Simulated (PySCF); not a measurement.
# A diatomic session: GaH

The task here is to estimate one member of a computed series from the others.

Program: PySCF 2.14.0. Level of theory: Ga x2c-TZVPPall, H x2c-TZVPPall, spin-free X2C with a Gaussian nucleus. These are calculated values, not measurements.

The first run:

Settings of the job:

```json
{
 "atoms": "Ga, H",
 "charge": "0",
 "basis": "Ga x2c-TZVPPall, H x2c-TZVPPall",
 "Hamiltonian": "spin-free X2C with a Gaussian nucleus",
 "basis functions": "62",
 "electrons treated": "32",
 "masses in u": "68.9256, 1.0078",
 "levels": "PBE0, PBE, r²SCAN, LDA, BHandHLYP, PW91, M06-2X, HSE06, HF, MP2, SCS-MP2, CCSD, CCSD(T)",
 "grid": "80 radial by 434 angular points",
 "occupations": "held fixed by the projection of orbital angular momentum",
 "dissociation limit": "Ga + H, each in its ground configuration",
 "starting distance in angstrom": "1.525",
 "values of 2S to try": "0, 2"
}
```

Run with:

```sh
$ OMP_NUM_THREADS=1 python dia.py task.json out
```

Among the steps run: Input; First curve: PBE0; Other states along the same grid; PBE; r²SCAN (meta-GGA); LDA (local density); BHandHLYP (global hybrid GGA); PW91 (GGA); M06-2X; HSE06; RHF (mean field); Adding correlation.

One of the session's tables, all rows but one given; the rest of the session is left out.

It belongs to the step «The curves together». Energy (eV) from each level's lowest point:

| R (Å) | RHF | RHF-MP2 | RHF-SCS-MP2 | RHF-CCSD | RHF-CCSD(T) |
| --- | --- | --- | --- | --- | --- |
| 1.444 | 0.354 | 0.276 | 0.290 | n/a | n/a |
| 1.511 | 0.159 | 0.110 | 0.119 | 0.129 | 0.129 |
| 1.578 | 0.048 | 0.024 | 0.028 | 0.034 | 0.034 |
| 1.629 | ? | ? | ? | ? | ? |
| 1.679 | 0.000 | 0.004 | 0.000 | 0.000 | 0.000 |
| 1.729 | 0.015 | 0.030 | 0.023 | 0.019 | 0.019 |
| 1.796 | 0.067 | 0.093 | 0.082 | 0.073 | 0.072 |
| 1.881 | 0.168 | 0.206 | 0.190 | 0.174 | 0.171 |
| 1.981 | 0.327 | 0.377 | 0.355 | 0.329 | 0.325 |
| 2.115 | 0.579 | 0.641 | 0.612 | n/a | n/a |

Estimate the missing values for R (Å) = 1.629.

Worked estimate for «RHF». A straight line through the neighbours (1.578, 0.048) and (1.679, 0.000) gives 0.048 + (0.000 − 0.048) × (1.629 − 1.578) / (1.679 − 1.578) = 0.024; a parabola fitted to 4 rows on both sides gives 0.007.

The run gave: RHF: 0.009; RHF-MP2: 0.000; RHF-SCS-MP2: 0.000; RHF-CCSD: 0.003; RHF-CCSD(T): 0.003. In «RHF» the line misses by +0.015 and the parabola by -0.002.
